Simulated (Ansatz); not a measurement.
# F− with GeH4: structure and interaction energy

The task here is to estimate one member of a computed series from the others.

The runs use Ansatz 0.2.0, Gaussian basis; PBE0-D4 structure, single points in def2-TZVPPD.

Levels: PBE-D4, revPBE-D4, BLYP-D4, r2SCAN-D4, B97M-V, PBE0-D4, B3LYP-D4, HSE06-D4, wB97X-V, wB97M-V, B2PLYP, Hartree-Fock, MP2, CCSD, CCSD(T). The reference is CCSD(T) extrapolated to the basis limit. For elements past Ar these valence bases correlate outer-core shells poorly and lack relativity, so that limit is rough.

Correlated methods freeze the cores. Filled d shells of the heavier atoms are correlated. B3LYP uses VWN-RPA correlation. B2PLYP carries no dispersion term here.

163 further runs of the same task are left out: 163 set aside as unsound or not needed.

### Where the work starts

The pair, from a GFN2-xTB docking trial: 6 atoms, charge -1, spin multiplicity 1.

Atoms are counted from 1 here; the program's logs count them from 0.

Bond lengths: F1–Ge2 2.087 Å, Ge2–H3 1.501 Å, Ge2–H4 1.499 Å, Ge2–H5 1.498 Å, Ge2–H6 1.642 Å. Angles: F1–Ge2–H3 83.9°, F1–Ge2–H4 84.4°, F1–Ge2–H5 83.4°, F1–Ge2–H6 179.1°, H3–Ge2–H4 119.4°, H3–Ge2–H5 118.5°, H3–Ge2–H6 95.7°, H4–Ge2–H5 118.8°, H4–Ge2–H6 96.6°, H5–Ge2–H6 96.1°.

Geometry (Å):

```xyz
6

F     0.58670   -0.22730   -1.82720
Ge   -0.05130    0.02140    0.14380
H    -0.38020   -1.44050    0.05260
H    -0.99590    1.02610   -0.44450
H     1.37490    0.42010    0.37290
H    -0.53430    0.20030    1.70240
```

Atoms 1 to 1 are fragment A (F−), the rest fragment B (GeH4).

The first run:

Contents of pre/in.yaml:

```yaml
crystal:
  periodic: [false, false, false]
  atoms:
    - {symbol: F, position_ang: [0.586700, -0.227300, -1.827200]}
    - {symbol: Ge, position_ang: [-0.051300, 0.021400, 0.143800]}
    - {symbol: H, position_ang: [-0.380200, -1.440500, 0.052600]}
    - {symbol: H, position_ang: [-0.995900, 1.026100, -0.444500]}
    - {symbol: H, position_ang: [1.374900, 0.420100, 0.372900]}
    - {symbol: H, position_ang: [-0.534300, 0.200300, 1.702400]}
basis:
  gaussian: {orbitals: def2-SVPD}
total_charge: -1
hamiltonian: {xc: pbe, dispersion: d4}
relax: {f_tol: 0.03, max_steps: 250}
```

Launch:

```console
$ ansatz run in.yaml --threads 2 --pin off --events-out ev --progress --plain --max-ram 5222MiB
```

Among the steps run: A first relaxation in a small basis; Relaxation at PBE0-D4; wB97X-V/def2-TZVPPD; wB97M-V/def2-TZVPPD; B2PLYP/def2-TZVPPD; B97M-V/def2-TZVPPD; CCSD(T)/def2-TZVPPD; MP2/def2-QZVPPD; Hartree-Fock/STO-3G; SPW92/def2-SVP; wB97M-V/def2-SVP; CCSD(T)/def2-SVP; Vibrations of the pair.

One of the session's tables, all rows but one given; the rest of the session is left out.

| method | interaction (meV) |
| --- | --- |
| PBE-D4 | -1649 |
| revPBE-D4 | -1610 |
| BLYP-D4 | -1533 |
| r2SCAN-D4 | -1831 |
| B97M-V | -1924 |
| PBE0-D4 | -1800 |
| B3LYP-D4 | -1683 |
| HSE06-D4 | -1802 |
| wB97X-V | -1778 |
| wB97M-V | -1789 |
| B2PLYP | -1652 |
| Hartree-Fock | -1846 |
| MP2 | ? |
| CCSD | -1710 |
| CCSD(T) | -1698 |
| CCSD(T)/CBS | -1749 |

Q: Estimate the row for MP2 from the others.

**Answer.** interaction (meV): -1677. In the column «interaction (meV)» it lies between B3LYP-D4 (-1683) and B2PLYP (-1652).

Among the levels timed on like hardware and quicker than the yardstick, those that no quicker one beats, quickest first: PBE-D4 (5.2 s, +100 meV); PBE0-D4 (5.4 s, -51 meV); wB97X-V (18 s, -29 meV).

For cost: wB97X-V gets within 29 meV in 18 s, where CCSD(T)/CBS took 91 s; the quickest level in the cost chart, PBE-D4, takes 5.2 s and misses by 100 meV.

To keep in mind: A lower arrangement may exist.
